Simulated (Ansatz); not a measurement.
# TiCdC6N6: the cost of one run

Computed with Ansatz 0.2.0 (DFT PBE, scalar-relativistic, plane waves, PAW, unless a step's input says otherwise).

**1. The system as given**

It takes space group Fm-3m (No. 225, cubic). Conventional cell: a = 10.411 Å, b = 10.411 Å, c = 10.411 Å, α = 90.00°, β = 90.00°, γ = 90.00°. Around Ti (site symmetry m-3m) lie 6 C at 1.94 Å. Cd (site symmetry m-3m) has 6 N at 2.10 Å as nearest neighbours. C (site symmetry 4mm) has 1 N at 1.17 Å as nearest neighbours. Around N (site symmetry 4mm) lie 1 C at 1.17 Å.

Structure file:

```
CELL_PARAMETERS angstrom
0.00000 5.20550 5.20550
5.20550 0.00000 5.20550
5.20550 5.20550 0.00000
ATOMIC_POSITIONS crystal
Ti 0.00000 0.00000 0.00000
Cd 0.50000 0.50000 0.50000
C 0.81385 0.18615 0.18615
C 0.18615 0.81385 0.18615
C 0.18615 0.18615 0.81385
C 0.18615 0.81385 0.81385
C 0.81385 0.18615 0.81385
C 0.81385 0.81385 0.18615
N 0.70147 0.29853 0.29853
N 0.29853 0.70147 0.29853
N 0.29853 0.29853 0.70147
N 0.29853 0.70147 0.70147
N 0.70147 0.29853 0.70147
N 0.70147 0.70147 0.29853
```

A structure generator made this guess: cyanide-bridged rock-salt net of two metals, 0 guest cations a cell (Fm-3m, No. 225). Lengths come from tabulated atomic sizes and are only a guess.

**2. A first look at the guess**

File input.yaml:

```yaml
crystal:
  lattice:
    - [0.0, 5.2055, 5.2055]
    - [5.2055, 0.0, 5.2055]
    - [5.2055, 5.2055, 0.0]
  atoms:
    - { symbol: Ti, position: [0.0, 0.0, 0.0], spin: 1.0 }
    - { symbol: Cd, position: [0.5, 0.5, 0.5] }
    - { symbol: C, position: [0.81385073, 0.18614927, 0.18614927] }
    - { symbol: C, position: [0.18614927, 0.81385073, 0.18614927] }
    - { symbol: C, position: [0.18614927, 0.18614927, 0.81385073] }
    - { symbol: C, position: [0.18614927, 0.81385073, 0.81385073] }
    - { symbol: C, position: [0.81385073, 0.18614927, 0.81385073] }
    - { symbol: C, position: [0.81385073, 0.81385073, 0.18614927] }
    - { symbol: "N", position: [0.7014696, 0.2985304, 0.2985304] }
    - { symbol: "N", position: [0.2985304, 0.7014696, 0.2985304] }
    - { symbol: "N", position: [0.2985304, 0.2985304, 0.7014696] }
    - { symbol: "N", position: [0.2985304, 0.7014696, 0.7014696] }
    - { symbol: "N", position: [0.7014696, 0.2985304, 0.7014696] }
    - { symbol: "N", position: [0.7014696, 0.7014696, 0.2985304] }
basis:
  ecutwfc: 420
kpoints:
  mp_grid: { grid: [4, 4, 4] }
hamiltonian:
  xc: pbe
scf:
  occupations: { method: gaussian, width: 0.1 }
  lower_state_search: "off"
output:
  forces: true
  stress: true
  eigenvalues: true
  populations: true
magnetization:
  spin_polarized: true
```

Started as:

```sh
> ansatz run input.yaml --threads 1 --pin off --max-ram 2560MiB --backend cpu --events-out ev --progress --plain --runs-dir out
```

What time and memory should one allow on 1 thread of Arm Neoverse V2, shared host?

About 28 s, with a peak of 0.71 GiB.
